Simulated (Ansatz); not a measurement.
# BaIr2: the cost of one run

Method: DFT PBE, scalar-relativistic, plane waves, PAW, unless a step names another level, in Ansatz 0.2.0.

2 further runs of the same task are left out: 2 that didn't finish.

### Step 1. Starting point

Symmetry: P6/mmm, No. 191, hexagonal system. The conventional cell has a = 4.264 Å, b = 4.264 Å, c = 4.992 Å, α = 90.00°, β = 90.00°, γ = 120.00°. Ba (site symmetry 6/mmm) is surrounded by 12 Ir at 3.51 Å. Around Ir (site symmetry -6m2) lie 3 Ir at 2.46 Å.

As a file:

```cif
data_structure
_symmetry_space_group_name_H-M 'P 1'
_symmetry_Int_Tables_number 1
_cell_length_a 4.2639
_cell_length_b 4.2639
_cell_length_c 4.9917
_cell_angle_alpha 90.000
_cell_angle_beta 90.000
_cell_angle_gamma 120.000
_cell_volume 78.59
loop_
_atom_site_label
_atom_site_type_symbol
_atom_site_fract_x
_atom_site_fract_y
_atom_site_fract_z
_atom_site_occupancy
Ba1 Ba 0.00000 0.00000 0.00000 1
Ir1 Ir 0.66667 0.33333 0.50000 1
Ir2 Ir 0.33333 0.66667 0.50000 1
```

The cell was relaxed beforehand at this level, from a generated guess; it needn't be the stable form of this composition. At a tolerance of 0.05 Å it has space group P6/mmm (No. 191); it has 26.20 Å³/atom, an uncorrected energy of -0.08 eV/atom over the elements.

### Step 2. Static run: bands, density of states and charges

Contents of input.yaml:

```yaml
crystal:
  lattice:
    - [4.2638714784, -2.89e-08, 0.0]
    - [-2.1319357142, 3.6926210332, 0.0]
    - [0.0, 0.0, 4.9916506]
  atoms:
    - { symbol: Ba, position: [0.0, 0.0, 0.0] }
    - { symbol: Ir, position: [0.6666666667, 0.3333333333, 0.5] }
    - { symbol: Ir, position: [0.3333333333, 0.6666666667, 0.5] }
basis:
  ecutwfc: 420
kpoints:
  mp_grid: { grid: [12, 12, 10] }
  band_path:
    path:
      - [[0.0, 0.0, 0.0], [0.5, 0.0, 0.0], [0.33333333, 0.33333333, 0.0], [0.0, 0.0, 0.0], [0.0, 0.0, 0.5], [0.5, 0.0, 0.5], [0.33333333, 0.33333333, 0.5], [0.0, 0.0, 0.5]]
      - [[0.5, 0.0, 0.5], [0.5, 0.0, 0.0]]
      - [[0.33333333, 0.33333333, 0.5], [0.33333333, 0.33333333, 0.0]]
    npoints: 14
hamiltonian:
  xc: pbe
scf:
  occupations: { method: gaussian, width: 0.1 }
  n_extra_bands: 7
output:
  forces: true
  stress: true
  eigenvalues: true
  populations: true
  dos: { projected: true, de: 0.02, nscf_kmesh: { grid: [15, 15, 12] } }
  bader: true
  write_density: true
  write_potential: true
  elf: true
  volumetric_format: npy
```

On the command line:

```
$ ansatz run input.yaml --threads 1 --pin off --max-ram 3072MiB --backend cpu --events-out ev --progress --plain --runs-dir out
```

Q: Estimate wall time and peak memory on 1 thread of Arm Neoverse V1, shared host.

About 50 s, with a peak of 0.53 GiB.
